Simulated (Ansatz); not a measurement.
# C2H5BO: one species, many methods

How much do the methods differ for C2H5BO? The plan is to run it at one geometry with functionals of several rungs and with coupled cluster. The yardstick is the atomisation energy at the CCSD(T) limit.

Program: Ansatz 0.2.0, Gaussian basis. Level of theory: functionals in def2-TZVPP, the program's frozen cores in correlated methods. These are calculated values, not measurements.

The runs, in order: LDA (SPW92), PBE-D4, revPBE-D4, BLYP-D4, r2SCAN-D4, B97M-V, PBE0-D4, B3LYP-D4, r2SCANh-D4, r2SCAN0-D4, HSE06-D4, BHLYP-D4, CAM-B3LYP-D4, LC-ωPBE, ωB97X-V, ωB97M-V, B2PLYP, PBE-QIDH; CCSD(T)/def2-SVP; CCSD(T)/def2-TZVPP; MP2/def2-QZVPP; extrapolation to the limit; RPA on PBE.

## Step 1: Structure used throughout

The geometry comes from an earlier relaxation with PBE0-D4 in a triple-zeta def2 set; it is a stationary point, not always the lowest conformer.

SMILES `OB1CC1`, 9 atoms, charge 0, spin multiplicity 1.

Atoms are counted from 1 here; the program's logs count them from 0.

Bond lengths: O1–B2 1.341 Å, O1–H5 0.962 Å, B2–C3 1.523 Å, B2–C4 1.515 Å, C3–C4 1.575 Å, C3–H6 1.087 Å, C3–H7 1.087 Å, C4–H8 1.086 Å, C4–H9 1.086 Å. Angles: B2–O1–H5 112.9°, O1–B2–C3 150.4°, O1–B2–C4 147.1°, C3–B2–C4 62.5°, B2–C3–C4 58.5°, B2–C3–H6 121.2°, B2–C3–H7 121.2°, C4–C3–H6 116.3°, C4–C3–H7 116.3°, H6–C3–H7 112.5°, B2–C4–C3 59.0°, B2–C4–H8 121.0°, B2–C4–H9 121.0°, C3–C4–H8 116.3°, C3–C4–H9 116.3°, H8–C4–H9 112.6°.

## Step 2: LDA

This LDA is Slater exchange with PW92 correlation.

in.yaml reads:

```yaml
crystal:
  periodic: [false, false, false]
  atoms:
    - {symbol: O, position_ang: [-1.141420, 0.848522, -1.439438]}
    - {symbol: B, position_ang: [-0.413573, 0.252821, -0.483974]}
    - {symbol: C, position_ang: [0.844203, 0.180603, 0.370895]}
    - {symbol: C, position_ang: [-0.312553, -0.877309, 0.519837]}
    - {symbol: H, position_ang: [-0.708722, 1.623107, -1.810620]}
    - {symbol: H, position_ang: [1.781887, -0.186211, -0.037655]}
    - {symbol: H, position_ang: [0.992444, 0.852686, 1.211752]}
    - {symbol: H, position_ang: [-0.081924, -1.889919, 0.201294]}
    - {symbol: H, position_ang: [-0.871841, -0.850599, 1.450708]}
basis:
  gaussian: {orbitals: def2-TZVPP}
hamiltonian: {xc: lda}
output: {orbitals: {seedname: orbitals}}
```

On the command line:

```sh
> ansatz run in.yaml --threads 2 --pin off --events-out ev --progress --plain --max-ram 4352MiB
```

The runs that follow: PBE-D4 (GGA); revPBE-D4 (GGA); BLYP-D4 (GGA); r2SCAN-D4 (meta-GGA); B97M-V (meta-GGA); B3LYP-D4 (hybrid); r2SCANh-D4 (hybrid); r2SCAN0-D4 (hybrid); HSE06-D4 (hybrid); BHLYP-D4 (hybrid); CAM-B3LYP-D4 (range-separated); LC-ωPBE (range-separated); ωB97X-V (range-separated); ωB97M-V (range-separated); B2PLYP (double hybrid); PBE-QIDH (double hybrid); CCSD(T) in def2-SVP; CCSD(T) in def2-TZVPP; MP2 in def2-QZVPP; RPA on PBE orbitals.

Before running them: what should the planned runs give, taken together? Wanted: atomisation energy, CCSD(T)/CBS; farthest beyond LDA; mean size of error, GGA; mean size of error, meta-GGA; mean size of error, hybrid; mean size of error, range-separated; mean size of error, double hybrid; gap, smallest and largest; T1 diagnostic.

**Answer**, as computed:

| quantity | value |
| --- | --- |
| atomisation energy, CCSD(T)/CBS | 872.5 kcal/mol |
| functionals within 4.4 kcal/mol (0.5 %) | revPBE-D4, BLYP-D4, B3LYP-D4, r2SCANh-D4, r2SCAN0-D4, ωB97X-V, B2PLYP, PBE-QIDH |
| farthest beyond LDA | PBE-D4 (+26.9 kcal/mol) |
| mean size of error, GGA | 10.8 kcal/mol |
| mean size of error, meta-GGA | 9.1 kcal/mol |
| mean size of error, hybrid | 9.3 kcal/mol |
| mean size of error, range-separated | 7.2 kcal/mol |
| mean size of error, double hybrid | 3.2 kcal/mol |
| gap, smallest and largest | 4.72 eV (LDA (SPW92)), 12.40 eV (LC-ωPBE) |
| T1 diagnostic | 0.0117 |
| triples share of the correlation energy | 3.8 % |

The LDA atomisation energy is off by 135.2 kcal/mol (15 %): it overbinds. PBE-D4 misses by +26.9 kcal/mol. Double hybrids carry the basis error of their MP2 part in triple zeta, and no dispersion term here, so their miss is partly the set-up's. By mean error the best rung here is double hybrid (3.2 kcal/mol) and the worst beyond LDA is GGA (10.8 kcal/mol). The reference freezes the cores and leaves out relativity and excitations past (T), so misses under about 4.4 kcal/mol can't be ranked. Hartree-Fock recovers 74 % of the binding; the rest is correlation. CCSD(T) in def2-SVP is off by -35.4 kcal/mol, so the small basis spoils what the method gains. The gap grows from 4.7 to 12.4 eV across the functionals, mostly with the share of exact exchange.
